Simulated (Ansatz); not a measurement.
# SeN radical: one species, many methods

One table from this session's results is given with a row withheld; the runs are named, their logs left out.

Computed with Ansatz 0.2.0, Gaussian basis. Level: functionals in def2-TZVPP, the program's frozen cores in correlated methods.

Levels to be run: LDA (SPW92), PBE-D4, revPBE-D4, BLYP-D4, r2SCAN-D4, B97M-V, PBE0-D4, B3LYP-D4, r2SCANh-D4, r2SCAN0-D4, HSE06-D4, BHLYP-D4, CAM-B3LYP-D4, LC-ωPBE, ωB97X-V, ωB97M-V, B2PLYP, PBE-QIDH; CCSD(T)/def2-SVP; CCSD(T)/def2-TZVPP; CCSD(T)/def2-QZVPP; extrapolation to the limit; RPA on PBE.

## The geometry

An earlier PBE0-D4 in a triple-zeta def2 set relaxation fixed the geometry.

SMILES `[N]=[Se]`, 2 atoms, charge 0, spin multiplicity 2.

Atoms are counted from 1 here; the program's logs count them from 0.

Bond lengths: N1–Se2 1.640 Å.

Coordinates:

```
N    -0.6968    0.2495   -0.3529
Se    0.6968   -0.2495    0.3529
```

The first run:

File in.yaml:

```yaml
crystal:
  periodic: [false, false, false]
  atoms:
    - {symbol: N, position_ang: [-0.696767, 0.249507, -0.352915]}
    - {symbol: Se, position_ang: [0.696767, -0.249507, 0.352915]}
basis:
  gaussian: {orbitals: def2-TZVPP}
magnetization: {spin_polarized: true, initial_magnetization: 1}
hamiltonian: {xc: lda}
output: {orbitals: {seedname: orbitals}}
```

On the command line:

```sh
> ansatz run in.yaml --threads 2 --pin off --events-out ev --progress --plain --max-ram 32768MiB --backend cpu
```

Steps of the session up to this table: LDA; PBE-D4 (GGA); revPBE-D4 (GGA); BLYP-D4 (GGA); r2SCAN-D4 (meta-GGA); B97M-V (meta-GGA); PBE0-D4 (hybrid); B3LYP-D4 (hybrid); r2SCANh-D4 (hybrid); r2SCAN0-D4 (hybrid); HSE06-D4 (hybrid); BHLYP-D4 (hybrid); CAM-B3LYP-D4 (range-separated); LC-ωPBE (range-separated); ωB97X-V (range-separated); ωB97M-V (range-separated); B2PLYP (double hybrid); PBE-QIDH (double hybrid).

One of the session's tables, all rows but one given; the rest of the session is left out.

It belongs to the step «Frontier levels by functional». 

| functional | HOMO (eV) | LUMO (eV) | gap (eV) |
| --- | --- | --- | --- |
| LDA (SPW92) | -4.91 | -4.99 | -0.08 |
| PBE-D4 | -4.87 | -4.73 | 0.14 |
| revPBE-D4 | -4.83 | -4.66 | 0.17 |
| BLYP-D4 | -4.74 | -4.59 | 0.15 |
| r2SCAN-D4 | -5.29 | -4.77 | 0.53 |
| B97M-V | -5.24 | -4.57 | 0.67 |
| PBE0-D4 | -6.34 | -3.84 | 2.50 |
| B3LYP-D4 | -6.06 | -4.04 | 2.03 |
| r2SCANh-D4 | -5.83 | -4.42 | 1.42 |
| r2SCAN0-D4 | -6.62 | -3.91 | 2.71 |
| HSE06-D4 | -5.94 | -4.23 | 1.71 |
| BHLYP-D4 | -7.59 | -2.90 | 4.70 |
| CAM-B3LYP-D4 | ? | ? | ? |
| LC-ωPBE | -9.07 | -1.54 | 7.53 |
| ωB97X-V | -8.63 | -1.55 | 7.08 |
| ωB97M-V | -8.39 | -1.57 | 6.82 |

**Question.** Estimate the row for CAM-B3LYP-D4.

The run gave: HOMO (eV): -7.69; LUMO (eV): -2.67; gap (eV): 5.03. In the column «HOMO (eV)» it lies between ωB97M-V (-8.39) and BHLYP-D4 (-7.59).

Caveats from the session: A negative gap means that an empty level lies below a filled one: whole occupations of an open shell aren't an aufbau state there.
